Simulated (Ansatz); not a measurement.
W, space group Pbcm, a comparison of functionals at one structure

With Ansatz 0.2.0 through its Python package.

At the Python prompt:
```pycon
>>> import warnings
>>> import ansatz
>>> warnings.simplefilter("ignore", ansatz.DeckWarning)
>>> material = (
...     ansatz.Lattice.orthorhombic(2.809662, 4.86387, 4.923695)
...     .space_group(57, hermann_mauguin="Pbcm")
...     .atom("W", (0.793172, 0.563157, 0.25))
... )
>>> material.resolved().tree()["lattice"]
((2.809662, 0.0, 0.0), (2.9782614134844186e-16, 4.86387, 0.0), (3.014893660863914e-16, 3.014893660863914e-16, 4.923695))
>>> calculation = (
...     material.calculation()
...     .pseudopotentials("paw")
...     .basis(17 * ansatz.Ha)
...     .kpoints(8, 5, 5, center="gamma")  # the mesh must be finer for metals
...     .occupations("cold")  # smearing steadies the SCF of a metal
... )
>>> rows = []
>>> for value in ["pbesol", "blyp", "lda"]:
...     summary = calculation.functional(value).run().report
...     rows.append((value, summary["free_energy_ev"] / len(summary["lattice"]["sites"]), summary["n_iterations"], summary["n_kpoints"]))
...
>>> print("  functional   F/atom (eV)    iterations      k-points")
  functional   F/atom (eV)    iterations      k-points
>>> for row in rows:
...     print(f"{str(row[0]):>12s}  {row[1]:12.5f}  {row[2]:12d}  {row[3]:12d}")
...
      pbesol  -10256.02675             6            45
        blyp  -10408.47646             6            45
         lda  -10129.28245             6            45
```

Reading the output:
- No spin polarisation was allowed.
- BLYP can be off by several per cent in the lattices of metals, and by several GPa in the pressure at a fixed cell.
- The mesh is modest for a metal, so energies can be off by several to tens of meV an atom and pressures by half a GPa or more; differences at equal mesh fare better.
- Spin-orbit coupling, which matters for elements this heavy, is left out.
- This isn't the structure that W takes at ambient conditions.
- Total energies of different functionals can't be compared; pressures, moments and gaps at this one structure can.
- Run time: 12 s on 1 thread of Intel(R) Xeon(R) CPU @ 2.80GHz (Skylake/Cascade Lake) (shared host), peak memory 0.45 GiB.
